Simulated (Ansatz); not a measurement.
# C₃H₆AlNO: a ladder of functionals and wavefunction methods

An exercise on one series of results from a longer session: the logs are not shown, and one member is left open.

Computed with Ansatz 0.2.0, Gaussian basis. Level: functionals in def2-TZVPP, the program's frozen cores in correlated methods.

Plan: LDA (SPW92), PBE-D4, revPBE-D4, BLYP-D4, r2SCAN-D4, B97M-V, PBE0-D4, B3LYP-D4, r2SCANh-D4, r2SCAN0-D4, HSE06-D4, BHLYP-D4, CAM-B3LYP-D4, LC-ωPBE, ωB97X-V, ωB97M-V, B2PLYP, PBE-QIDH; CCSD(T)/def2-SVP; CCSD(T)/def2-TZVPP; MP2/def2-QZVPP; extrapolation to the limit; RPA on PBE.

### Structure used throughout

The geometry comes from an earlier relaxation with PBE0-D4 in a triple-zeta def2 set; it is a stationary point, not always the lowest conformer.

SMILES `C=[N][Al]1[CH2]C[O]1`, 12 atoms, charge 0, spin multiplicity 1.

Atoms are counted from 1 here; the program's logs count them from 0.

Bond lengths: C1–N2 1.243 Å, C1–H7 1.102 Å, C1–H8 1.102 Å, N2–Al3 1.739 Å, Al3–C4 1.942 Å, Al3–O6 1.718 Å, C4–C5 1.547 Å, C4–H9 1.090 Å, C4–H10 1.090 Å, C5–O6 1.446 Å, C5–H11 1.095 Å, C5–H12 1.095 Å. Angles: N2–C1–H7 122.6°, N2–C1–H8 122.6°, H7–C1–H8 114.9°, C1–N2–Al3 178.8°, N2–Al3–C4 146.2°, N2–Al3–O6 132.1°, C4–Al3–O6 81.7°, Al3–C4–C5 80.4°, Al3–C4–H9 118.4°, Al3–C4–H10 118.4°, C5–C4–H9 114.1°, C5–C4–H10 114.1°, H9–C4–H10 109.0°, C4–C5–O6 106.5°, C4–C5–H11 111.9°, C4–C5–H12 111.9°, O6–C5–H11 109.0°, O6–C5–H12 109.0° and more.

The first run:

in.yaml

```yaml
crystal:
  periodic: [false, false, false]
  atoms:
    - {symbol: C, position_ang: [-2.445650, 0.137529, 2.050166]}
    - {symbol: N, position_ang: [-1.457013, 0.136446, 1.296801]}
    - {symbol: Al, position_ang: [-0.085143, 0.102795, 0.228258]}
    - {symbol: C, position_ang: [0.665885, -0.618720, -1.410373]}
    - {symbol: C, position_ang: [1.845695, 0.272833, -0.956575]}
    - {symbol: O, position_ang: [1.436764, 0.897598, 0.281795]}
    - {symbol: H, position_ang: [-3.277220, 0.851130, 1.936066]}
    - {symbol: H, position_ang: [-2.556596, -0.573525, 2.884359]}
    - {symbol: H, position_ang: [0.222110, -0.319116, -2.359687]}
    - {symbol: H, position_ang: [0.901499, -1.682165, -1.448555]}
    - {symbol: H, position_ang: [2.073416, 1.052239, -1.690523]}
    - {symbol: H, position_ang: [2.753352, -0.312142, -0.777731]}
basis:
  gaussian: {orbitals: def2-TZVPP}
hamiltonian: {xc: lda}
output: {orbitals: {seedname: orbitals}}
```

Started as:

```
ansatz run in.yaml --threads 4 --pin off --events-out ev --progress --plain --max-ram 10444MiB
```

Among the steps run: LDA; PBE-D4 (GGA); revPBE-D4 (GGA); BLYP-D4 (GGA); r2SCAN-D4 (meta-GGA); B97M-V (meta-GGA); B3LYP-D4 (hybrid); r2SCANh-D4 (hybrid); r2SCAN0-D4 (hybrid); HSE06-D4 (hybrid); BHLYP-D4 (hybrid); CAM-B3LYP-D4 (range-separated); LC-ωPBE (range-separated); ωB97X-V (range-separated); ωB97M-V (range-separated); B2PLYP (double hybrid); PBE-QIDH (double hybrid).

One of the session's tables, all rows but one given; the rest of the session is left out.

It belongs to the step «Orbital energies across the functionals». 

```
  functional  HOMO (eV)  gap (eV)
 LDA (SPW92)      -5.61      2.89
      PBE-D4      -5.49      3.04
   revPBE-D4      -5.44      3.09
     BLYP-D4      -5.39      3.08
   r2SCAN-D4      -5.73      3.52
      B97M-V      -5.83      3.74
     PBE0-D4      -6.83      5.49
    B3LYP-D4      -6.62      5.03
  r2SCANh-D4      -6.24      4.43
  r2SCAN0-D4      -7.01      5.79
    HSE06-D4          ?         ?
    BHLYP-D4      -8.12      7.96
CAM-B3LYP-D4      -8.23      8.07
     LC-ωPBE      -9.56     10.63
     ωB97X-V      -9.22     10.20
     ωB97M-V      -9.13      9.97
```

Q: Estimate the row for HSE06-D4 from the others.

**Answer.** HOMO (eV): -6.43; gap (eV): 4.70. In the column «HOMO (eV)» it lies between B3LYP-D4 (-6.62) and r2SCANh-D4 (-6.24).
